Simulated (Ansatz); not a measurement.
# quartet GeH3 at 6 levels

Aim: a comparison of 6 runs (UHF/3-21G, UB2PLYP/def2-TZVPP, UBHLYP/def2-TZVPP, UBLYP/def2-TZVPP, UCAM-B3LYP/def2-TZVPP, UHSE06/def2-TZVPP) of quartet GeH3. 

The calculation is run with Ansatz 0.2.0.

41 further runs of the same task are left out: 41 set aside as unsound or not needed.

**1. The system as given**

GeH3: 4 atoms, total charge 0, spin state quartet. As SMILES of the parent species, `[GeH3]`. The shape is that of a PBE0-D4/def2-TZVP optimisation. That shape belongs to the parent species and isn't relaxed for this state.

Bond lengths: Ge1–H2 1.539 Å, Ge1–H3 1.539 Å, Ge1–H4 1.539 Å. Angles: H2–Ge1–H3 111.1°, H2–Ge1–H4 111.1°, H3–Ge1–H4 111.1°.

**2. The energy at UHF/3-21G (run 1)**

The input, job.yaml:

```yaml
crystal:
  periodic: [false, false, false]
  atoms:
    - {symbol: Ge, position_ang: [0.214600, -0.125900, -0.249400]}
    - {symbol: H, position_ang: [1.055000, 0.109600, 1.018300]}
    - {symbol: H, position_ang: [-0.882800, -1.175900, -0.000100]}
    - {symbol: H, position_ang: [-0.386800, 1.192200, -0.768800]}
basis:
  gaussian:
    orbitals: 3-21G-spherical.json
hamiltonian:
  xc: hf
output: {orbitals: {seedname: orbitals}}
magnetization:
  spin_polarized: true
  initial_magnetization: 3
accuracy: high
```

The basis set 3-21G is read from a file made from the Basis Set Exchange's data (not shown).

Started as:

```sh
$ ansatz run job.yaml --threads 1 --pin off --max-ram 3480MiB --events-out events.jsonl --progress --plain --runs-dir runs
```

Standard output:

```text
Warning: RAYON_NUM_THREADS=1 ignored (pool sized by the plan → 1); use --threads N
Functional definition: HF
  name "HF"
  exchange = exact_x
  correlation = 0
405 factors; integrals over basis functions are off by at most 4.1e-9 eV
mean field evaluation 1: about -56236.0416 eV, gradient 6.9e0 eV
mean field evaluation 2: about -56236.0677 eV, gradient 6.9e0 eV
mean field evaluation 4: about -56237.0238 eV, gradient 1.9e0 eV
mean field evaluation 8: about -56237.8627 eV, gradient 4.2e-1 eV
mean field evaluation 16: about -56237.8761 eV, gradient 4.2e-6 eV
mean field evaluation 32: about -56237.3689 eV, gradient 1.2e0 eV
mean field evaluation 64: about -56235.6169 eV, gradient 7.8e0 eV
mean field evaluation 96: about -56237.8757 eV, gradient 6.1e-2 eV
mean field evaluation 128: about -56237.1222 eV, gradient 1.7e0 eV
mean field evaluation 160: about -56237.6378 eV, gradient 9.9e-1 eV
mean field -56237.87611958 eV, -2066.7038279929 hartree, gradient 6.9e-8 eV, S^2 3.753197; 3 other end points of the search recorded, 0 dependent functions left out
reference -56237.87611958 eV, -2066.7038279929 hartree; 19, 16 occupied and 9, 12 virtual orbitals, 405 factors
Total energy: -56237.87611958 eV, -2066.7038279929 hartree
```

It took 0.58 s on 1 thread of Arm Neoverse V1, shared host.

**3. The energy at UB2PLYP/def2-TZVPP (run 2)**

The input, input.yaml:

```yaml
crystal:
  periodic: [false, false, false]
  atoms:
    - {symbol: Ge, position_ang: [0.214600, -0.125900, -0.249400]}
    - {symbol: H, position_ang: [1.055000, 0.109600, 1.018300]}
    - {symbol: H, position_ang: [-0.882800, -1.175900, -0.000100]}
    - {symbol: H, position_ang: [-0.386800, 1.192200, -0.768800]}
basis:
  gaussian:
    orbitals: def2-TZVPP
magnetization:
  spin_polarized: true
  initial_magnetization: 3
hamiltonian:
  xc: {name: B2PLYP}
correlation:
  frozen_orbitals: {Ge: 9, H: 0}
accuracy: high
output: {orbitals: {seedname: orbitals}}
```

Started as:

```sh
$ ansatz run input.yaml --threads 1 --pin off --max-ram 3480MiB --events-out events.jsonl --progress --plain --runs-dir runs
```

Standard output, shortened:

```text
Warning: RAYON_NUM_THREADS=1 ignored (pool sized by the plan → 1); use --threads N
Functional definition: B2PLYP
  name "B2PLYP"
[...]
1427 factors; integrals over basis functions are off by at most 4.4e-9 eV
[...]
mean field -56544.99723220 eV, -2077.9903207075 hartree, gradient 4.1e-8 eV, S^2 3.757601; 4 other end points of the search recorded, 0 dependent functions left out
9 core orbitals not correlated: weight in the atoms' cores, before any rotation towards them, 1.000 or more for the frozen orbitals, at most 0.000 for the correlated occupied ones
reference -56544.99725216 eV, -2077.9903214411 hartree; 10, 7 occupied and 71, 74 virtual orbitals, 1427 factors
second order -8.17795642 eV of doubles, -0.00000000 eV of singles
Total energy: -56547.20530039 eV, -2078.0714657171 hartree
```

It took 16 s on 1 thread of Arm Neoverse V1, shared host; peak memory 0.28 GiB.

Run 3 isn't shown in full; the table further down has it.

**4. A single-point energy at UBLYP/def2-TZVPP (run 4)**

Edit input.yaml of step 3 so:

```diff
@@ -14,5 +14,3 @@
 hamiltonian:
-  xc: {name: B2PLYP}
-correlation:
-  frozen_orbitals: {Ge: 9, H: 0}
+  xc: {name: BLYP}
 accuracy: high
```

Started as:

```sh
$ ansatz run input.yaml --threads 1 --pin off --max-ram 3480MiB --events-out events.jsonl --progress --plain --runs-dir runs
```

Standard output, shortened:

```text
Warning: RAYON_NUM_THREADS=1 ignored (pool sized by the plan → 1); use --threads N
Functional definition: BLYP
  name "BLYP"
[...]
1427 factors; integrals over basis functions are off by at most 4.4e-9 eV
[...]
mean field -56559.10719724 eV, -2078.5088523588 hartree, gradient 2.5e-8 eV, S^2 3.753239; 16 other end points of the search recorded, 0 dependent functions left out
reference -56559.10724007 eV, -2078.5088539329 hartree; 19, 16 occupied and 71, 74 virtual orbitals, 1427 factors
Total energy: -56559.10724007 eV, -2078.5088539329 hartree
```

It took 23 s on 1 thread of Arm Neoverse V1, shared host; peak memory 0.21 GiB.

Run 5 isn't shown in full; the table further down has it.

**5. The energy at UHSE06/def2-TZVPP (run 6)**

The input, run.yaml:

```yaml
crystal:
  periodic: [false, false, false]
  atoms:
    - symbol: Ge
      position_ang: [0.214600, -0.125900, -0.249400]
    - symbol: H
      position_ang: [1.055000, 0.109600, 1.018300]
    - symbol: H
      position_ang: [-0.882800, -1.175900, -0.000100]
    - symbol: H
      position_ang: [-0.386800, 1.192200, -0.768800]
basis:
  gaussian:
    orbitals: def2-TZVPP
magnetization:
  spin_polarized: true
  initial_magnetization: 3
output:
  orbitals: {seedname: orbitals}
hamiltonian:
  xc: hse06
accuracy: high
```

Started as:

```sh
$ ansatz run run.yaml --threads 1 --pin off --max-ram 3480MiB --events-out events.jsonl --progress --plain --runs-dir runs
```

Standard output, shortened:

```text
Warning: RAYON_NUM_THREADS=1 ignored (pool sized by the plan → 1); use --threads N
Functional definition: HSE06
  name "HSE06"
[...]
1427 factors; integrals over basis functions are off by at most 4.4e-9 eV
69 factors; integrals over basis functions are off by at most 7.5e-10 eV
[...]
mean field -56550.40387692 eV, -2078.1890112364 hartree, gradient 1.9e-8 eV, S^2 3.754216; 16 other end points of the search recorded, 0 dependent functions left out
reference -56550.40387982 eV, -2078.1890113428 hartree; 19, 16 occupied and 71, 74 virtual orbitals, 1427 factors
Total energy: -56550.40387982 eV, -2078.1890113428 hartree
```

Run time: 35 s. Hardware: 1 thread of Arm Neoverse V1, shared host; peak memory 0.29 GiB.

**6. The series**

```tsv
run	level	frozen core orbitals	energy (Eh)	HOMO energy (eV)	⟨S²⟩	wall time
1	UHF/3-21G	–	-2066.703828	-3.57	3.753	0.58 s
2	UB2PLYP/def2-TZVPP	9	-2078.071466	-2.73	3.758	16 s
3	UBHLYP/def2-TZVPP	–	-2078.421397	-2.70	3.758	16 s
4	UBLYP/def2-TZVPP	–	-2078.508854	-1.20	3.753	23 s
5	UCAM-B3LYP/def2-TZVPP	–	-2078.564276	-3.09	3.756	18 s
6	UHSE06/def2-TZVPP	–	-2078.189011	-1.77	3.754	35 s
```

**7. What came out**

| quantity | value |
| --- | --- |
| run 6: total energy | -2078.18901 Eh |
| run 6: HOMO energy (highest over α and β) | -1.77 eV |
| run 6: ⟨S²⟩ | 3.754 |

In words: Totals of different functionals can't be ranked against each other. All runs together took 1.8 min, the longest 35 s.
